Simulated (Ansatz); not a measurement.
Predict the output of the script below (the Ansatz DFT code, driven from Python).

`zeeman_srca3.py`
```python
"""Response of the spins of SrCa3 to a Zeeman field."""

import warnings

import ansatz as az
import numpy as np


def main() -> None:
    warnings.simplefilter("ignore", az.DeckWarning)

    cell = (
        az.Lattice.of([0.0, 4.51788, 4.51788], [4.51788, 0.0, 4.51788], [4.51788, 4.51788, 0.0])
        .atom("Sr", [0.0, 0.0, 0.0])
        .atom("Ca", [0.25, 0.25, 0.25])
        .atom("Ca", [0.75, 0.75, 0.75])
        .atom("Ca", [0.5, 0.5, 0.5])
    )

    job = (
        cell.calculation()
        .kpoints(6, 6, 6, center="monkhorst-pack")
        .basis(320)
        .occupations("fermi_dirac")
        .functional(az.Functional.PBESOL)
        .scf(tolerance=1e-06, max_iterations=80, extra_bands=4)
        .spin("collinear")
    )
    # the field acts on the spins alone; such large fields lift the response over the noise
    rows = []
    for tesla in [0, 100, 200, 400]:
        report = (job.magnetic_field(tesla) if tesla else job).run().report
        rows.append((tesla, report["magnetization_mub"], report["free_energy_ev"], report["components"].get("e_zeeman", 0.0)))
    print("         B (T)      moment muB            F eV  Zeeman term eV")
    for row in rows:
        print(f"{str(row[0]):>14s}  {row[1]:14.4f}  {row[2]:14.5f}  {row[3]:14.5f}")
    slope = np.polyfit([row[0] for row in rows], [row[1] for row in rows], 1)[0]
    print(f"dM/dB = {1000 * slope:.4f} muB per 1000 T per cell")


if __name__ == "__main__":
    main()
```

Output of `python zeeman_srca3.py`:
```text
RunWarning: this spin-polarised run has no starting moment large enough to seed its density, so its SCF can try parallel moments of its own, which can die out, and starts no order whose moments cancel. Behind that start scf.lower_state_search: light tries no [...]
         B (T)      moment muB            F eV  Zeeman term eV
             0          0.0000     -8873.35587         0.00000
           100          0.1026     -8873.35617        -0.00059
           200          0.2034     -8873.35705        -0.00235
           400          0.3947     -8873.36053        -0.00914
dM/dB = 0.9850 muB per 1000 T per cell
```
(Warnings from the package without file and line, shortened.)

These settings explore the input space; cutoff and mesh may be short of convergence. The cutoff lies under the one recommended for these potentials. The mesh is modest for a metal, so energies can be off by several to tens of meV an atom and pressures by half a GPa or more; differences at equal mesh fare better. The mesh has less symmetry than the crystal, which the program warned of. The structure comes from a database of computed cells and needn't be a stable or known phase. Orbital magnetism is left out. The response of a metal hangs strongly on mesh and smearing, and a straight-line fit holds only where the moment is linear in the field. The script silences the warnings on its input, which a real study should read. Run time: 67 s on 1 thread of Arm Neoverse V1 (shared host), peak memory 0.5 GiB.

(Lines on the test bed's own set-up are left out of the output.)
